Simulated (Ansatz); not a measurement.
# C3H10GeO: up Jacob's ladder to CCSD(T)

One table from this session's results is given with a row withheld; the runs are named, their logs left out.

Method: functionals in def2-TZVPP, the program's frozen cores in correlated methods; program: Ansatz 0.2.0, Gaussian basis.

Levels to be run: LDA (SPW92), PBE-D4, revPBE-D4, BLYP-D4, r2SCAN-D4, B97M-V, PBE0-D4, B3LYP-D4, r2SCANh-D4, r2SCAN0-D4, HSE06-D4, BHLYP-D4, CAM-B3LYP-D4, LC-ωPBE, ωB97X-V, ωB97M-V, B2PLYP, PBE-QIDH; CCSD(T)/def2-SVP; MP2/def2-TZVPP; MP2/def2-QZVPP; RPA on PBE.

**The geometry**

All runs share one geometry, relaxed beforehand with PBE0-D4 in a triple-zeta def2 set.

SMILES `CC(C)[O][GeH3]`, 15 atoms, charge 0, spin multiplicity 1.

Atoms are counted from 1 here; the program's logs count them from 0.

Bond lengths: C1–C2 1.518 Å, C1–H6 1.093 Å, C1–H7 1.093 Å, C1–H8 1.093 Å, C2–C3 1.514 Å, C2–O4 1.418 Å, C2–H9 1.102 Å, C3–H10 1.091 Å, C3–H11 1.093 Å, C3–H12 1.093 Å, O4–Ge5 1.778 Å, Ge5–H13 1.532 Å, Ge5–H14 1.541 Å, Ge5–H15 1.542 Å. Angles: C2–C1–H6 111.5°, C2–C1–H7 110.0°, C2–C1–H8 110.8°, H6–C1–H7 108.2°, H6–C1–H8 107.7°, H7–C1–H8 108.6°, C1–C2–C3 112.0°, C1–C2–O4 111.3°, C1–C2–H9 108.6°, C3–C2–O4 107.1°, C3–C2–H9 108.5°, O4–C2–H9 109.3°, C2–C3–H10 110.4°, C2–C3–H11 110.0°, C2–C3–H12 110.8°, H10–C3–H11 108.3°, H10–C3–H12 108.7°, H11–C3–H12 108.6° and more.

Coordinates:

```xyz
15

C    -0.86545   -1.21283   -0.06348
C     0.12153   -0.19900    0.48564
C     1.30645   -0.86549    1.15107
O     0.63316    0.63086   -0.54454
Ge   -0.38039    1.91042   -1.24972
H    -1.72922   -0.72401   -0.52177
H    -0.38160   -1.83180   -0.82334
H    -1.23516   -1.86424    0.73213
H    -0.39492    0.42434    1.23390
H     1.99995   -0.11500    1.53367
H     1.83953   -1.48770    0.42784
H     0.98150   -1.49734    1.98106
H     0.60669    2.83577   -1.96824
H    -1.40073    1.31900   -2.24159
H    -1.12313    2.62631   -0.10324
```

The first run:

Contents of in.yaml:

```yaml
crystal:
  periodic: [false, false, false]
  atoms:
    - {symbol: C, position_ang: [-0.865450, -1.212826, -0.063475]}
    - {symbol: C, position_ang: [0.121531, -0.198995, 0.485640]}
    - {symbol: C, position_ang: [1.306447, -0.865488, 1.151073]}
    - {symbol: O, position_ang: [0.633162, 0.630860, -0.544539]}
    - {symbol: Ge, position_ang: [-0.380392, 1.910421, -1.249717]}
    - {symbol: H, position_ang: [-1.729221, -0.724008, -0.521773]}
    - {symbol: H, position_ang: [-0.381601, -1.831801, -0.823338]}
    - {symbol: H, position_ang: [-1.235163, -1.864237, 0.732130]}
    - {symbol: H, position_ang: [-0.394924, 0.424336, 1.233900]}
    - {symbol: H, position_ang: [1.999954, -0.114999, 1.533673]}
    - {symbol: H, position_ang: [1.839529, -1.487698, 0.427841]}
    - {symbol: H, position_ang: [0.981505, -1.497342, 1.981061]}
    - {symbol: H, position_ang: [0.606686, 2.835771, -1.968243]}
    - {symbol: H, position_ang: [-1.400729, 1.318998, -2.241594]}
    - {symbol: H, position_ang: [-1.123134, 2.626306, -0.103241]}
basis:
  gaussian: {orbitals: def2-TZVPP}
hamiltonian: {xc: lda}
output: {orbitals: {seedname: orbitals}}
```

Started as:

```
$ ansatz run in.yaml --threads 4 --pin off --events-out ev --progress --plain --max-ram 11315MiB
```

Steps of the session up to this table: LDA; PBE-D4 (GGA); revPBE-D4 (GGA); BLYP-D4 (GGA); r2SCAN-D4 (meta-GGA); B97M-V (meta-GGA); B3LYP-D4 (hybrid); r2SCANh-D4 (hybrid); r2SCAN0-D4 (hybrid); HSE06-D4 (hybrid); BHLYP-D4 (hybrid); CAM-B3LYP-D4 (range-separated); LC-ωPBE (range-separated); ωB97X-V (range-separated); ωB97M-V (range-separated); B2PLYP (double hybrid); PBE-QIDH (double hybrid).

One table of the session follows, with a row left open; its other results are not shown here.

It belongs to the step «Frontier levels by functional». 

| functional | HOMO (eV) | LUMO (eV) | gap (eV) |
| --- | --- | --- | --- |
| LDA (SPW92) | -6.26 | -0.74 | 5.52 |
| PBE-D4 | -6.14 | -0.46 | 5.68 |
| revPBE-D4 | -6.08 | -0.32 | 5.76 |
| BLYP-D4 | -6.05 | -0.36 | 5.70 |
| r2SCAN-D4 | -6.45 | -0.08 | 6.37 |
| B97M-V | -6.65 | -0.29 | 6.36 |
| PBE0-D4 | -7.66 | 0.41 | 8.07 |
| B3LYP-D4 | -7.43 | 0.17 | 7.60 |
| r2SCANh-D4 | -7.02 | 0.21 | 7.24 |
| r2SCAN0-D4 | ? | ? | ? |
| HSE06-D4 | -7.25 | 0.04 | 7.29 |
| BHLYP-D4 | -9.13 | 1.24 | 10.37 |
| CAM-B3LYP-D4 | -9.09 | 1.37 | 10.46 |
| LC-ωPBE | -10.39 | 2.61 | 13.00 |
| ωB97X-V | -10.10 | 2.41 | 12.51 |
| ωB97M-V | -10.03 | 2.13 | 12.16 |

Estimate the missing values for r2SCAN0-D4.

Worked estimate for «HOMO (eV)». Against the share of exact exchange, r2SCAN-D4 (0, -6.45), r2SCANh-D4 (0.1, -7.02) give a slope of -5.70 per unit share; at 0.25 the line stands at -7.87.

As computed: HOMO (eV): -7.88; LUMO (eV): 0.64; gap (eV): 8.53. In «HOMO (eV)» the line misses by +0.01.
